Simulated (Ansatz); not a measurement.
**BrFH3PSi: rigid scan of one bond length in Python**

How does the energy of BrFH3PSi change as one bond is stretched? Aim: a rigid scan of one bond length, for BrFH3PSi, run from a script. SMILES: F[SiH](P)Br.

Computed with the Python package of Ansatz 0.2.0. Level of theory: B3LYP/def2-SVP.

## Step 1: The system

Bond lengths: F1–Si2 1.601 Å, Si2–P3 2.213 Å, Si2–Br4 2.210 Å, Si2–H5 1.483 Å, P3–H6 1.413 Å, P3–H7 1.414 Å. Angles: F1–Si2–P3 109.0°, F1–Si2–Br4 109.4°, F1–Si2–H5 110.1°, P3–Si2–Br4 108.4°, P3–Si2–H5 110.0°, Br4–Si2–H5 110.0°, Si2–P3–H6 96.9°, Si2–P3–H7 96.7°, H6–P3–H7 95.0°.

The script reads brfh3psi.xyz:

```xyz
7

F    -1.39830   -0.21520    1.57870
Si   -0.74590   -0.35120    0.12270
P     1.45600   -0.23870    0.30790
Br   -1.42540    1.32730   -1.14380
H    -1.13780   -1.64270   -0.49290
H     1.73000   -0.00150   -1.05820
H     1.52150    1.12190    0.68550
```

## Step 2: The code

File brfh3psi_scan.py:

```python
"""Stretching a bond of BrFH3PSi, the rest held rigid."""

import ansatz as az
import matplotlib.pyplot as plt
import numpy as np


def main() -> None:
    mol = az.Crystal.molecule_from_extxyz("brfh3psi.xyz")

    symbols = [site.symbol for site in mol.cartesian_sites]
    start = np.array([site.position_ang for site in mol.cartesian_sites])
    axis = (start[2] - start[1]) / np.linalg.norm(start[2] - start[1])
    moving = [2, 5, 6]
    lengths, energies = [1.947, 2.036, 2.124, 2.213, 2.301, 2.39, 2.478, 2.611], []
    for length in lengths:
        xyz = start.copy()
        xyz[moving] += (length - np.linalg.norm(start[2] - start[1])) * axis
        point = az.Crystal.molecule()
        for symbol, place in zip(symbols, xyz):
            point = point.atom(symbol, place.tolist())
        calculation = point.calculation().basis(gaussian="def2-SVP").functional("b3lyp")
        data = calculation.run(threads=1).report
        energies.append(data["free_energy_ev"])
        print(f"r = {length:6.3f} A  E = {energies[-1]:.5f} eV  <S^2> = {abs(data['mean_field']['state']['spin_squared']):.3f}")

    # quartic fit about the minimum
    fit = np.polynomial.Polynomial.fit(lengths, np.array(energies) - min(energies), 4).convert()
    roots = [r.real for r in fit.deriv().roots() if abs(r.imag) < 1e-9 and fit.deriv(2)(r.real) > 0]
    r_e = min(roots, key=lambda r: abs(r - lengths[int(np.argmin(energies))]))
    print(f"minimum of the fit at {r_e:.4f} A, force constant {fit.deriv(2)(r_e):.2f} eV/A^2")
    plt.figure(figsize=(4.5, 3))
    plt.plot(lengths, np.array(energies) - min(energies), "o-")
    plt.xlabel("bond length (A)")
    plt.ylabel("E - E(min) (eV)")
    plt.tight_layout()
    plt.savefig("scan.png", dpi=100)


if __name__ == "__main__":
    main()
```

## Step 3: The run

Command:

```
> python brfh3psi_scan.py
```

**Question.** What results will this script give? Wanted: range of energy; lowest point, distance.

The runs gave:

```
                        quantity     value
bond length at the fit's minimum  2.2671 Å
                   runs compared         8
                 range of energy  0.946 eV
      lowest point, distance (Å)      2.30
```

The curve has its lowest point inside the range, at 2.30. The ends stand 0.946 and 0.439 eV above it. The distance scanned is the script's pair 1, 2. Reading the output:
- The rest of the molecule is held rigid at a force-field or estimated start geometry, and the basis set is modest; single-reference methods fail as a bond breaks.
- b3lyp holds the VWN-RPA fit, as in Gaussian; the form of ORCA and Turbomole is b3lyp5.
- The orbitals are restricted, so S² is zero by construction.
